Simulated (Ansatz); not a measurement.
# CdF2 (fluorite type): maximally localised Wannier functions

Aim: build maximally localised Wannier functions for CdF2 (fluorite type) from several sets of trial orbitals, and check spreads and centres, and how well the models interpolate the bands. Plan: PBE, anion s p, 6×6×6; PBE, anion s p, 4×4×4; PBE, anion s p, 8×8×8; PBE, anion p, 6×6×6; PBE, metal d and anion p, 6×6×6; PBE, metal d, 6×6×6; r2SCAN, anion s p, 6×6×6; r2SCAN, anion p, 6×6×6; HSE06, anion s p, 6×6×6 (level, trial orbitals, Wannier mesh).

Program: Ansatz 0.2.0. Level of theory: plane waves, PAW. These are calculated values, not measurements.

3 further runs of the same task are left out: 3 that didn't finish.

### 1 The structure to begin with

It takes space group Fm-3m (No. 225, cubic). Conventional cell: a = 5.388 Å, b = 5.388 Å, c = 5.388 Å, α = 90.00°, β = 90.00°, γ = 90.00°. Cd (site symmetry m-3m) has 8 F at 2.33 Å as nearest neighbours. F (site symmetry -43m) has 4 Cd at 2.33 Å as nearest neighbours.

Structure file:

```cif
data_structure
_symmetry_space_group_name_H-M 'P 1'
_symmetry_Int_Tables_number 1
_cell_length_a 3.8101
_cell_length_b 3.8101
_cell_length_c 3.8101
_cell_angle_alpha 60.000
_cell_angle_beta 60.000
_cell_angle_gamma 60.000
_cell_volume 39.11
loop_
_atom_site_label
_atom_site_type_symbol
_atom_site_fract_x
_atom_site_fract_y
_atom_site_fract_z
_atom_site_occupancy
Cd1 Cd 0.00000 0.00000 0.00000 1
F1 F 0.25000 0.25000 0.25000 1
F2 F 0.75000 0.75000 0.75000 1
```

Cell and atoms come from an earlier r2SCAN relaxation.

### 2 PBE, anion s p, 6×6×6

File input.yaml:

```yaml
crystal:
  lattice:
    - [0.0, 2.6941776812, 2.6941776812]
    - [2.6941776812, 0.0, 2.6941776812]
    - [2.6941776812, 2.6941776812, 0.0]
  atoms:
    - { symbol: Cd, position: [0.0, 0.0, 0.0] }
    - { symbol: F, position: [0.25, 0.25, 0.25] }
    - { symbol: F, position: [0.75, 0.75, 0.75] }
kpoints:
  mp_grid: { grid: [6, 6, 6] }
  band_path:
    path:
      - [[0.0, 0.0, 0.0], [0.5, -1.093380728778e-35, 0.5], [0.625, 0.25, 0.625]]
      - [[0.375, 0.375, 0.75], [0.0, 0.0, 0.0], [0.5, 0.5, 0.5], [0.5, 0.25, 0.75], [0.5, -1.093380728778e-35, 0.5]]
    npoints: 10
hamiltonian:
  xc: pbe
scf:
  occupations: { method: fixed }
  n_extra_bands: 6
output:
  forces: false
  stress: false
  eigenvalues: true
  wannier:
    kmesh: [6, 6, 6]
    projections: [{ species: F, l: s, shell: 2 }, { species: F, l: p, shell: 2 }]
    minimise: true
    write_hr: true
    conv_tol: 1.0e-08
    max_iter: 3000
  write_density: true
  write_potential: true
  elf: true
  volumetric_format: npy
```

On the command line:

```
ansatz run input.yaml --threads 4 --pin off --max-ram 3686MiB --backend cpu --events-out ev --progress --plain --runs-dir out
```

The runs that follow: PBE, anion s p, 4×4×4; PBE, anion s p, 8×8×8; PBE, anion p, 6×6×6; PBE, metal d and anion p, 6×6×6; PBE, metal d, 6×6×6; r2SCAN, anion s p, 6×6×6; r2SCAN, anion p, 6×6×6; HSE06, anion s p, 6×6×6.

Before running them: what should the planned runs give, taken together? Wanted: total spread, PBE, anion s p, 6×6×6; total spread, PBE, anion s p, 4×4×4; total spread, PBE, anion s p, 8×8×8; total spread, PBE, anion p, 6×6×6; total spread, PBE, metal d and anion p, 6×6×6; total spread, PBE, metal d, 6×6×6; total spread, r2SCAN, anion s p, 6×6×6; total spread, r2SCAN, anion p, 6×6×6; total spread, HSE06, anion s p, 6×6×6.

The runs gave:

| quantity | value |
| --- | --- |
| total spread, PBE, anion s p, 6×6×6 | 9.06 Å² over 8 functions |
| total spread, PBE, anion s p, 4×4×4 | 8.34 Å² over 8 functions |
| total spread, PBE, anion s p, 8×8×8 | 9.33 Å² over 8 functions |
| total spread, PBE, anion p, 6×6×6 | 9.11 Å² over 6 functions |
| total spread, PBE, metal d and anion p, 6×6×6 | 6.69 Å² over 11 functions |
| total spread, PBE, metal d, 6×6×6 | 7.30 Å² over 5 functions |
| total spread, r2SCAN, anion s p, 6×6×6 | 8.82 Å² over 8 functions |
| total spread, r2SCAN, anion p, 6×6×6 | 8.88 Å² over 6 functions |
| total spread, HSE06, anion s p, 6×6×6 | 8.22 Å² over 8 functions |
| centres of the first set | 0.35 Å from the nearest atom |

In words: With PBE, anion s p, 6×6×6 the 8 functions move off the atoms, with a mean spread of 1.13 Å²; 96 % of the total is gauge invariant. The total spread goes from 8.34 Å² on 4×4×4 to 9.33 Å² on 8×8×8: finite differences in k understate it on coarse meshes, while the largest miss of a band goes from 0.04 to 0.00 eV. On one set and mesh the functional gives 9.06 (PBE), 8.82 (r2SCAN), 8.22 (HSE06) Å².
